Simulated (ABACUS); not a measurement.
HfIn4SiO6:

```
Hf In Si O
1.0
     5.27743    0.00000    0.00000
    -2.63872    4.57039    0.00000
     0.00000    0.00000   10.55905
Hf In Si O
1 4 1 6
Direct
  0.66667 0.33333 0.00000
  0.00000 0.00000 0.30446
  0.00000 0.00000 0.69554
  0.33333 0.66667 0.78919
  0.33333 0.66667 0.21081
  0.00000 0.00000 0.00000
  0.97300 0.70496 0.89972
  0.29504 0.02700 0.10028
  0.29504 0.26804 0.89972
  0.73196 0.70496 0.10028
  0.73196 0.02700 0.89972
  0.97300 0.26804 0.10028
```

The cell was built by a generator and needn't be a form met in nature.

Base run:

- Program: ABACUS 3.10.1
- Functional: PBE
- Potentials or basis: PseudoDojo NC SR 0.4.1 PBE standard
- Cutoff: 1361 eV
- Density cutoff: 5442 eV
- Basis: DZP LCAO (the cutoffs set its grid)
- k mesh: 6 × 6 × 3
- Occupations: fermi-dirac, width 0.05 eV
- Spin: no spin polarisation

Its results: band gap on the k mesh 0.10 eV, indirect (least direct gap 1.75 eV); pressure 1.1 GPa; largest force 0.203 eV/Å.

Problem. The run is repeated on the same cell with these changes: potentials or basis from PseudoDojo NC SR 0.4.1 PBE standard to PseudoDojo NC SR 0.5 PBE stringent; cutoff from 1361 eV to 1796 eV; density cutoff from 5442 eV to 7184 eV; k mesh from 6 × 6 × 3 to 4 × 4 × 2; valence electrons from 104 to 150. What comes out?

Solution. Band gap on the k mesh 0.41 eV, indirect (least direct gap 1.79 eV); pressure 1.3 GPa; largest force 0.171 eV/Å.

Caveats: the atomic orbitals were generated for these runs and aren't a published set; spin-orbit coupling is left out, which moves the levels of the heavy elements; the basis of atomic orbitals isn't converged, which shifts pressures, moduli and gaps; an odd mesh through Γ misses points on the zone boundary, where band edges often lie (some runs).

Not every run made on this cell is shown here.
